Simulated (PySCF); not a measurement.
**Phosphorus: the same states on changed settings**

These states were run before on sound settings. What differs here: a valence shell is frozen, unsound on purpose. What does it move?

Method: unrestricted determinants in a Gaussian basis, no spin-orbit coupling in the energies. Code: PySCF 2.14.0.

### 1 The atom as given

| Quantity | Value |
| --- | --- |
| Element | phosphorus (Z = 15) |
| Basis | aug-cc-pVDZ-DK |
| Hamiltonian | the spin-free X2C one-electron Hamiltonian (Gaussian nucleus) |
| State 1 | P: [Ne] 3s2 3p3, high-spin 4S determinant |
| State 2 | P⁺: [Ne] 3s2 3p2, high-spin 3P determinant |
| Methods | MP2, CCSD(T) |
| Core shells frozen in the correlated runs | valence: [Ne] 3s2 (for P) |

The outer shells:

P [Ne] 3s2 3p3
```
[Ne] core
3s [↑↓]
3p [↑ ][↑ ][↑ ]
```

P+ [Ne] 3s2 3p2
```
[Ne] core
3s [↑↓]
3p [↑ ][↑ ][  ]
```

The sound run (aug-cc-pVDZ-DK, the spin-free X2C one-electron Hamiltonian (Gaussian nucleus), symmetry-adapted start, fine grid, valence correlation) gave:

```tsv
species	method	energy (hartree)
P	UHF	-341.52431
P	TPSS	-342.10146
P	LDA	-340.79402
P	MP2 (valence)	-341.59119
P	CCSD(T) (valence)	-341.61094
P⁺	UHF	-341.15940
P⁺	TPSS	-341.71535
P⁺	LDA	-340.40503
P⁺	MP2 (valence)	-341.20966
P⁺	CCSD(T) (valence)	-341.23141
```

One driver process ran all states and methods and kept the integrals in memory. Each run is shown as a PySCF script that sums up its settings (the driver passes frozen orbitals as a list and adds second-order terms of double hybrids); the logs are those of the runs themselves. The driver starts from symmetry-adapted Hartree-Fock orbitals, holds the occupation by maximum overlap and uses a logarithmic radial grid for functionals, so a plain start would take other cycles.

It was started by

```console
$ OMP_NUM_THREADS=1 python atomrun2.py TASK.json OUT
```

The integrals over 27 functions and the set-up took 0.03 s of CPU time.

### 2 Changed run, P: the ladder of methods

MP2 (valence):

Input file input.py:

```python
from pyscf import gto, scf, dft, mp, cc
import basis_set_exchange as bse
mol = gto.M(atom="P 0 0 0", charge=0, spin=3, symmetry="D2h",
            basis=gto.basis.parse(bse.get_basis("aug-cc-pVDZ-DK", elements=["P"], fmt="nwchem", header=False)),
            nucmod="G")
mf = scf.UHF(mol).sfx2c1e()
mf.irrep_nelec = {'Ag': (3, 3), 'B1u': (2, 1), 'B2u': (2, 1), 'B3u': (2, 1)}
mf.kernel()
mp.UMP2(mf, frozen=6).kernel()
```

No log was kept for this step.

It took 0.01 s on 1 thread of Neoverse-N1, shared host, the integrals not counted.

With 3 electrons correlated, the MP2 correlation energy is -0.01615 hartree (-0.01615 same spin, 0.00000 opposite spin); the SCS form gives -0.00538. Largest pairs of shells: 3p-3p -0.0162.

CCSD(T) (valence):

input.py differs from the last one in:

```diff
@@ -8,2 +8,3 @@
 mf.kernel()
-mp.UMP2(mf, frozen=6).kernel()
+mycc = cc.CCSD(mf, frozen=6).run()
+mycc.ccsd_t()
```

Log:

```text
CC2 = 0
CCSD nocc = (np.int64(3), np.int64(0)), nmo = (21, 21)
frozen orbitals [[0, 1, 2, 3, 4, 5], [0, 1, 2, 3, 4, 5]]
max_cycle = 100
direct = 0
conv_tol = 1e-08
conv_tol_normt = 1e-06
diis_space = 8
diis_start_cycle = 0
Init t2, MP2 energy = -0.0161543023770554
Init E_corr(UCCSD) = -0.0161543023771169
cycle = 1  E_corr(UCCSD) = -0.0206383682432869  dE = -0.00448406587  norm(t1,t2) = 0.027856
cycle = 2  E_corr(UCCSD) = -0.0218570904651432  dE = -0.00121872222  norm(t1,t2) = 0.00788788
cycle = 3  E_corr(UCCSD) = -0.0223228180722629  dE = -0.000465727607  norm(t1,t2) = 0.00225531
cycle = 4  E_corr(UCCSD) = -0.0223192183212632  dE = 3.599751e-06  norm(t1,t2) = 7.79014e-05
cycle = 5  E_corr(UCCSD) = -0.0223195206421814  dE = -3.02320918e-07  norm(t1,t2) = 9.02986e-06
cycle = 6  E_corr(UCCSD) = -0.022319383970156  dE = 1.36672025e-07  norm(t1,t2) = 9.62441e-07
cycle = 7  E_corr(UCCSD) = -0.022319428004285  dE = -4.4034129e-08  norm(t1,t2) = 2.0599e-07
cycle = 8  E_corr(UCCSD) = -0.0223194235737187  dE = 4.43056631e-09  norm(t1,t2) = 3.71061e-08
UCCSD converged
E(UCCSD) = -341.5466272530936  E_corr = -0.02231942357371869
UCCSD(T) correction = -5.80387474272888e-05
```

Time after the integrals: 0.12 s (1 thread of Neoverse-N1, shared host).

CCSD correlation -0.02232 hartree, triples -0.00006; total -341.546685. T1 = 0.001, largest double amplitude 0.046.

### 3 Changed run, P⁺: the ladder of methods

MP2 (valence):

Input file input.py:

```python
from pyscf import gto, scf, dft, mp, cc
import basis_set_exchange as bse
mol = gto.M(atom="P 0 0 0", charge=1, spin=2, symmetry="D2h",
            basis=gto.basis.parse(bse.get_basis("aug-cc-pVDZ-DK", elements=["P"], fmt="nwchem", header=False)),
            nucmod="G")
mf = scf.UHF(mol).sfx2c1e()
mf.irrep_nelec = {'Ag': (3, 3), 'B1u': (2, 1), 'B2u': (2, 1), 'B3u': (1, 1)}
mf.kernel()
mp.UMP2(mf, frozen=6).kernel()
```

This step left no log, only its results.

Time after the integrals: 0.01 s (1 thread of Neoverse-N1, shared host).

With 2 electrons correlated, the MP2 correlation energy is -0.00538 hartree (-0.00538 same spin, 0.00000 opposite spin); the SCS form gives -0.00179. Largest pairs of shells: 3p-3p -0.0054.

CCSD(T) (valence):

input.py differs from the last one in:

```diff
@@ -8,2 +8,3 @@
 mf.kernel()
-mp.UMP2(mf, frozen=6).kernel()
+mycc = cc.CCSD(mf, frozen=6).run()
+mycc.ccsd_t()
```

Log:

```text
CC2 = 0
CCSD nocc = (np.int64(2), np.int64(0)), nmo = (21, 21)
frozen orbitals [[0, 1, 2, 3, 4, 5], [0, 1, 2, 3, 4, 5]]
max_cycle = 100
direct = 0
conv_tol = 1e-08
conv_tol_normt = 1e-06
diis_space = 8
diis_start_cycle = 0
Init t2, MP2 energy = -0.0053771451693711
Init E_corr(UCCSD) = -0.00537714516937988
cycle = 1  E_corr(UCCSD) = -0.00710443783437335  dE = -0.00172729266  norm(t1,t2) = 0.0176383
cycle = 2  E_corr(UCCSD) = -0.00766203958316755  dE = -0.000557601749  norm(t1,t2) = 0.00588012
cycle = 3  E_corr(UCCSD) = -0.00793549402616435  dE = -0.000273454443  norm(t1,t2) = 0.00198381
cycle = 4  E_corr(UCCSD) = -0.00793356702867942  dE = 1.92699748e-06  norm(t1,t2) = 7.16493e-05
cycle = 5  E_corr(UCCSD) = -0.00793367616118466  dE = -1.09132505e-07  norm(t1,t2) = 4.84348e-06
cycle = 6  E_corr(UCCSD) = -0.00793363831729632  dE = 3.78438883e-08  norm(t1,t2) = 4.85196e-07
cycle = 7  E_corr(UCCSD) = -0.00793364888344162  dE = -1.05661453e-08  norm(t1,t2) = 1.08094e-07
cycle = 8  E_corr(UCCSD) = -0.00793365038246952  dE = -1.49902791e-09  norm(t1,t2) = 2.8105e-08
UCCSD converged
E(UCCSD) = -341.1673328026847  E_corr = -0.007933650382469522
```

It took 0.1 s on 1 thread of Neoverse-N1, shared host, the integrals not counted.

CCSD correlation -0.00793 hartree, triples 0.00000; total -341.167333. T1 = 0.000, largest double amplitude 0.047. With two correlated electrons the triples vanish and CCSD is exact in this space.

### 4 Against the sound run

```tsv
species	method	converged	energy less sound run (eV)
P	MP2 (valence)	yes	+1.3804
P	CCSD(T) (valence)	yes	+1.7485
P⁺	MP2 (valence)	yes	+1.2213
P⁺	CCSD(T) (valence)	yes	+1.7435
```

Ionisation energy of P:

```tsv
method	sound run (eV)	changed run (eV)	shift (eV)
UHF	9.930	9.930	+0.000
MP2	10.382	10.223	-0.159
SCS-MP2	10.225	10.027	-0.197
CCSD	10.314	10.321	+0.007
CCSD(T)	10.328	10.323	-0.005
```

### 5 Outcome

| quantity | value |
| --- | --- |
| change | a valence shell is frozen |
| runs converged | 4 of 4 |
| largest shift of a converged total energy | 1.75 eV |
| largest shift of the ionisation energy | -0.197 eV (SCS-MP2) |

**Reading.** The ionisation energy moves by up to 0.20 eV, at SCS-MP2. Freezing a valence shell removes pair correlation that changes on ionisation. The setting is unsound on purpose, so these numbers are no properties of the atom.
